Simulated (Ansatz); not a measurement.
**AlBF2H2: up Jacob's ladder to CCSD(T)**

The task here is to estimate one member of a computed series from the others.

Method: functionals in def2-TZVPP, the program's frozen cores in correlated methods; program: Ansatz 0.2.0, Gaussian basis.

Levels to be run: LDA (SPW92), PBE-D4, revPBE-D4, BLYP-D4, r2SCAN-D4, B97M-V, PBE0-D4, B3LYP-D4, r2SCANh-D4, r2SCAN0-D4, HSE06-D4, BHLYP-D4, CAM-B3LYP-D4, LC-ωPBE, ωB97X-V, ωB97M-V, B2PLYP, PBE-QIDH; CCSD(T)/def2-SVP; CCSD(T)/def2-TZVPP; MP2/def2-QZVPP; extrapolation to the limit; RPA on PBE.

## Structure used throughout

The geometry comes from an earlier relaxation with PBE0-D4 in a triple-zeta def2 set; it is a stationary point.

SMILES `F[B](F)[AlH2]`, 6 atoms, charge 0, spin multiplicity 1.

Atoms are counted from 1 here; the program's logs count them from 0.

Bond lengths: F1–B2 1.326 Å, B2–F3 1.326 Å, B2–Al4 2.156 Å, Al4–H5 1.587 Å, Al4–H6 1.587 Å. Angles: F1–B2–F3 114.9°, F1–B2–Al4 122.6°, F3–B2–Al4 122.6°, B2–Al4–H5 120.2°, B2–Al4–H6 120.1°, H5–Al4–H6 119.7°.

As a file:

```tsv
atom	x (Å)	y (Å)	z (Å)
F1	1.4049	-1.2994	0.9636
B2	0.2734	-1.0303	0.3268
F3	-0.5141	-2.0770	0.1215
Al4	-0.2459	0.9575	-0.3254
H5	0.1832	1.4611	-1.7679
H6	-1.0592	1.9240	0.6353
```

Set-up of the first run:

in.yaml reads:

```yaml
crystal:
  periodic: [false, false, false]
  atoms:
    - {symbol: F, position_ang: [1.404856, -1.299361, 0.963637]}
    - {symbol: B, position_ang: [0.273440, -1.030280, 0.326821]}
    - {symbol: F, position_ang: [-0.514117, -2.077019, 0.121531]}
    - {symbol: Al, position_ang: [-0.245904, 0.957541, -0.325427]}
    - {symbol: H, position_ang: [0.183164, 1.461115, -1.767944]}
    - {symbol: H, position_ang: [-1.059240, 1.924005, 0.635281]}
basis:
  gaussian: {orbitals: def2-TZVPP}
hamiltonian: {xc: lda}
output: {orbitals: {seedname: orbitals}}
```

Run with:

```
$ ansatz run in.yaml --threads 2 --pin off --events-out ev --progress --plain --max-ram 4352MiB
```

Steps of the session up to this table: LDA; PBE-D4 (GGA); revPBE-D4 (GGA); BLYP-D4 (GGA); r2SCAN-D4 (meta-GGA); B97M-V (meta-GGA); PBE0-D4 (hybrid); B3LYP-D4 (hybrid); r2SCANh-D4 (hybrid); r2SCAN0-D4 (hybrid); HSE06-D4 (hybrid); BHLYP-D4 (hybrid); CAM-B3LYP-D4 (range-separated); LC-ωPBE (range-separated); ωB97X-V (range-separated); ωB97M-V (range-separated); B2PLYP (double hybrid); PBE-QIDH (double hybrid).

One table of the session follows, with a row left open; its other results are not shown here.

It belongs to the step «Frontier levels by functional». 

```
  functional  HOMO (eV)  LUMO (eV)  gap (eV)
 LDA (SPW92)      -6.97      -3.04      3.92
      PBE-D4      -6.86      -2.79      4.07
   revPBE-D4      -6.80      -2.67      4.14
     BLYP-D4      -6.76      -2.68      4.08
   r2SCAN-D4      -7.14      -2.47      4.67
      B97M-V      -7.18      -2.72      4.46
     PBE0-D4      -8.15      -2.02      6.13
    B3LYP-D4      -7.96      -2.24      5.72
  r2SCANh-D4          ?          ?         ?
  r2SCAN0-D4      -8.33      -1.84      6.49
    HSE06-D4      -7.75      -2.39      5.36
    BHLYP-D4      -9.39      -1.27      8.12
CAM-B3LYP-D4      -9.55      -1.11      8.45
     LC-ωPBE     -10.87       0.04     10.91
     ωB97X-V     -10.53      -0.09     10.44
     ωB97M-V     -10.30      -0.40      9.90
```

Q: Estimate the row for r2SCANh-D4 from the others.

Worked estimate for «HOMO (eV)». Against the share of exact exchange, r2SCAN-D4 (0, -7.14), r2SCAN0-D4 (0.25, -8.33) give a slope of -4.76 per unit share; at 0.1 the line stands at -7.62.

The run gave: HOMO (eV): -7.61; LUMO (eV): -2.21; gap (eV): 5.40. In «HOMO (eV)» the line misses by -0.01.
